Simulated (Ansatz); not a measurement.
# B₁₀: up Jacob's ladder to CCSD(T)

One table from this session's results is given with a row withheld; the runs are named, their logs left out.

Computed with Ansatz 0.2.0, Gaussian basis. Level: functionals in def2-TZVPP, the program's frozen cores in correlated methods.

Levels to be run: LDA (SPW92), PBE-D4, revPBE-D4, BLYP-D4, r2SCAN-D4, B97M-V, PBE0-D4, B3LYP-D4, r2SCANh-D4, r2SCAN0-D4, HSE06-D4, BHLYP-D4, CAM-B3LYP-D4, LC-ωPBE, ωB97X-V, ωB97M-V, B2PLYP, PBE-QIDH; CCSD(T)/def2-SVP; MP2/def2-TZVPP; MP2/def2-QZVPP; RPA on PBE.

1 further run of the same task is left out (it didn't finish). Runs told in other sessions of the task aren't counted.

## The geometry

An earlier PBE0-D4 in a triple-zeta def2 set relaxation fixed the geometry.

SMILES `[B][B][B][B][B][B][B][B][B][B]`, 10 atoms, charge 0, spin multiplicity 1.

Atoms are counted from 1 here; the program's logs count them from 0.

Bond lengths: B1–B2 1.668 Å, B2–B3 1.543 Å, B3–B4 1.526 Å, B4–B5 1.546 Å, B5–B6 1.563 Å, B6–B7 1.546 Å, B7–B8 1.526 Å, B8–B9 1.543 Å, B9–B10 1.668 Å. Angles: B1–B2–B3 151.4°, B2–B3–B4 175.9°, B3–B4–B5 179.4°, B4–B5–B6 179.7°, B5–B6–B7 179.8°, B6–B7–B8 179.5°, B7–B8–B9 175.9°, B8–B9–B10 151.4°.

Geometry (Å):

```xyz
10
charge 0, multiplicity 1
B    -1.8267    3.7378   -5.5394
B    -1.4524    3.3678   -3.9565
B    -1.0220    2.3666   -2.8641
B    -0.5996    1.4587   -1.7130
B    -0.1691    0.5277   -0.5564
B     0.2699   -0.4169    0.6083
B     0.6987   -1.3499    1.7639
B     1.1078   -2.2726    2.9080
B     1.6259   -3.1780    4.0451
B     1.3676   -4.2412    5.3041
```

Set-up of the first run:

in.yaml

```yaml
crystal:
  periodic: [false, false, false]
  atoms:
    - {symbol: B, position_ang: [-1.826664, 3.737840, -5.539360]}
    - {symbol: B, position_ang: [-1.452388, 3.367843, -3.956506]}
    - {symbol: B, position_ang: [-1.022037, 2.366554, -2.864067]}
    - {symbol: B, position_ang: [-0.599636, 1.458654, -1.712987]}
    - {symbol: B, position_ang: [-0.169114, 0.527746, -0.556415]}
    - {symbol: B, position_ang: [0.269932, -0.416881, 0.608328]}
    - {symbol: B, position_ang: [0.698654, -1.349892, 1.763879]}
    - {symbol: B, position_ang: [1.107754, -2.272615, 2.907957]}
    - {symbol: B, position_ang: [1.625875, -3.177993, 4.045081]}
    - {symbol: B, position_ang: [1.367624, -4.241237, 5.304089]}
basis:
  gaussian: {orbitals: def2-TZVPP}
hamiltonian: {xc: lda}
output: {orbitals: {seedname: orbitals}}
```

Run with:

```
$ ansatz run in.yaml --threads 4 --pin off --events-out ev --progress --plain --max-ram 10444MiB
```

Among the steps run: LDA; PBE-D4 (GGA); revPBE-D4 (GGA); BLYP-D4 (GGA); r2SCAN-D4 (meta-GGA); B97M-V (meta-GGA); B3LYP-D4 (hybrid); r2SCANh-D4 (hybrid); r2SCAN0-D4 (hybrid); HSE06-D4 (hybrid); BHLYP-D4 (hybrid); CAM-B3LYP-D4 (range-separated); LC-ωPBE (range-separated); ωB97X-V (range-separated); ωB97M-V (range-separated); B2PLYP (double hybrid); PBE-QIDH (double hybrid).

One table of the session follows, with a row left open; its other results are not shown here.

It belongs to the step «Frontier levels by functional». 

| functional | HOMO (eV) | LUMO (eV) | gap (eV) |
| --- | --- | --- | --- |
| LDA (SPW92) | ? | ? | ? |
| PBE-D4 | -5.78 | -5.72 | 0.06 |
| revPBE-D4 | -5.73 | -5.65 | 0.08 |
| BLYP-D4 | -5.60 | -5.51 | 0.09 |
| r2SCAN-D4 | -5.92 | -5.76 | 0.16 |
| B97M-V | -5.86 | -5.64 | 0.22 |
| PBE0-D4 | -6.60 | -5.36 | 1.23 |
| B3LYP-D4 | -6.41 | -5.42 | 1.00 |
| r2SCANh-D4 | -6.22 | -5.63 | 0.58 |
| r2SCAN0-D4 | -6.70 | -5.37 | 1.33 |
| HSE06-D4 | -6.25 | -5.66 | 0.59 |
| BHLYP-D4 | -7.33 | -4.46 | 2.87 |
| CAM-B3LYP-D4 | -7.73 | -4.38 | 3.35 |
| LC-ωPBE | -9.05 | -3.41 | 5.64 |
| ωB97X-V | -8.68 | -3.44 | 5.24 |
| ωB97M-V | -8.50 | -3.53 | 4.98 |

Q: Estimate the row for LDA (SPW92) from the others.

The run gave: HOMO (eV): -5.93; LUMO (eV): -5.91; gap (eV): 0.02. In the column «HOMO (eV)» it lies between r2SCANh-D4 (-6.22) and r2SCAN-D4 (-5.92).
